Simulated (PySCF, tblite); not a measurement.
# C2H10N3PSi: geometry, infrared bands and NMR shifts

Wanted: the infrared bands and NMR shifts of C2H10N3PSi (`C=N[Si@](N)(P)NC`), by calculation.

Computed with tblite 0.8.0 and PySCF 2.14.0, with density-fitted response routines of our own, on a single molecule in the gas phase. Atoms count from 0, in the outputs and in this text.

**1. The starting structure**

17 atoms, charge 0, multiplicity 1; geometry from: force field or distance geometry start.

Bonds of the start (Å): C0–N1 1.28, N1–Si2 1.72, Si2–N3 1.66, Si2–P4 2.13, Si2–N5 1.67, N5–C6 1.45, C0–H7 1.11, C0–H8 1.11, N3–H9 1.02, N3–H10 1.02, P4–H11 1.41, P4–H12 1.42, N5–H13 1.01, C6–H14 1.09, C6–H15 1.08, C6–H16 1.10.

**2. Optimising the geometry with GFN2-xTB**

The job: settings as JSON, then the geometry in Å.

```
{"job": {"kind": "relax", "xc": "GFN2-xTB", "basis": "xTB"}, "charge": 0, "multiplicity": 1}
C     -1.867600     1.897800    -0.392800
N     -1.577600     0.671400    -0.196500
Si     0.071100     0.285000     0.090900
N      0.359700     0.891000     1.608700
P      1.523800     0.925300    -1.330000
N      0.014400    -1.343200     0.436800
C      0.358300    -2.415700    -0.482500
H     -1.154500     2.749400    -0.392900
H     -2.925200     2.165400    -0.574100
H      1.051800     0.259500     2.023500
H     -0.486000     0.697400     2.149900
H      2.671700     0.575600    -0.593900
H      1.555100     2.293200    -0.965000
H     -0.940000    -1.493100     0.730800
H      1.404000    -2.361900    -0.786100
H     -0.279500    -2.405500    -1.359900
H      0.213500    -3.379600     0.023300
```

Launch:

```
OMP_NUM_THREADS=1 python probes_run.py task.json out
```

This one command runs all jobs of the session in turn.

**Question.** This job is followed by: GFN2-xTB harmonic vibrations, gas phase; GIAO PBE0/pcSseg-1 NMR shielding, non-relativistic, gas phase. Predict these results of the whole session: strongest single infrared mode (GFN2-xTB); zero-point energy (GFN2-xTB); ¹³C shifts against TMS (PBE0/pcSseg-1); ¹H shifts against TMS (PBE0/pcSseg-1, means over atoms taken as alike); ¹⁵N shifts against NH3 (PBE0/pcSseg-1); ²⁹Si shifts against TMS (PBE0/pcSseg-1); ³¹P shifts against H3PO4 (PBE0/pcSseg-1); surface potential, 1st and 99th percentile.

The runs gave:

```
                                                              quantity                                   value
                             strongest single infrared mode (GFN2-xTB)                    527 cm⁻¹, 184 km/mol
                                          zero-point energy (GFN2-xTB)                           79.4 kcal/mol
                                ¹³C shifts against TMS (PBE0/pcSseg-1)                         170.7, 32.3 ppm
¹H shifts against TMS (PBE0/pcSseg-1, means over atoms taken as alike)  8.47, 8.39, 2.65, 0.87, 0.81, 0.60 ppm
                                ¹⁵N shifts against NH3 (PBE0/pcSseg-1)                   432.2, 47.6, 31.6 ppm
                               ²⁹Si shifts against TMS (PBE0/pcSseg-1)                                -6.7 ppm
                              ³¹P shifts against H3PO4 (PBE0/pcSseg-1)                              -304.9 ppm
                                 surface potential, 1st and 99th percentile                      -1.44 V and 1.41 V
```

What this shows: Relaxing lowered the energy by 1.099 eV in 195 steps; the close pair that moved most is Si2–P4, from 2.131 to 2.256 Å. No mode is imaginary among the 45: a minimum at this level. The strongest single mode, at 527 cm⁻¹, is spread over several atoms, H13, H10, H8, H9 among them. GFN2-xTB is a fitted tight-binding method: band positions and strengths are rough. Its intensities can rank the bands wrongly. At PBE0/pcSseg-1: The widest tensor belongs to N1: span 817 ppm, with a paramagnetic part of -499 ppm. At PBE0/pcSseg-1, counted by nearest atom on the grid, the HOMO lies on N1 28 %; N5 22 %, the LUMO on C0 36 %; N1 33 %.
